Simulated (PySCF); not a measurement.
# C3H6F2Si: the cost of one run

The runs use PySCF 2.14.0, with density-fitted response routines of our own; the level of theory stands in each step. All values are computed, except where a source is named. Atoms are numbered from 0 throughout.

## 1. The molecule as given

12 atoms, charge 0, multiplicity 1; geometry from: GFN2-xTB. The atoms were then displaced at random by about 0.01 Å, so the start is not that level's minimum.

Bonds of the start (Å): F0–C1 1.39, C1–C2 1.55, C2–C3 1.52, C3–F4 1.41, C3–Si5 1.91, Si5–C1 1.95, C1–H6 1.10, C2–H7 1.08, C2–H8 1.10, C3–H9 1.10, Si5–H10 1.44, Si5–H11 1.47.

## 2. Geometry optimisation at PBE0-D3(BJ)/def2-SVP

What the job is given:

```
{"job": {"xc": "PBE0", "basis": "def2-SVP", "d3": "d3bj", "grid": 1, "shake": 0.01, "kind": "geom"}, "charge": 0, "multiplicity": 1}
F      1.705680    -0.615460    -1.336510
C      1.040650    -0.564800    -0.111570
C     -0.446070    -0.986600    -0.251490
C     -1.087460     0.377490    -0.051500
F     -2.081110     0.323110     0.941640
Si     0.546030     1.239380     0.425120
H      1.654580    -1.204760     0.540560
H     -0.618250    -1.443510    -1.210310
H     -0.716160    -1.666720     0.569310
H     -1.650290     0.726410    -0.927940
H      0.992680     2.289760    -0.456480
H      0.699400     1.497440     1.860160
```

Started as:

```sh
$ OMP_NUM_THREADS=1 python probes_run.py task.json out
```

One launch serves the whole session: the jobs run in the order shown.

Q: Estimate the wall time and peak memory of this first job on 1 thread of Arm Neoverse V2, shared host.

About 69 s, with a peak of 0.5 GiB.
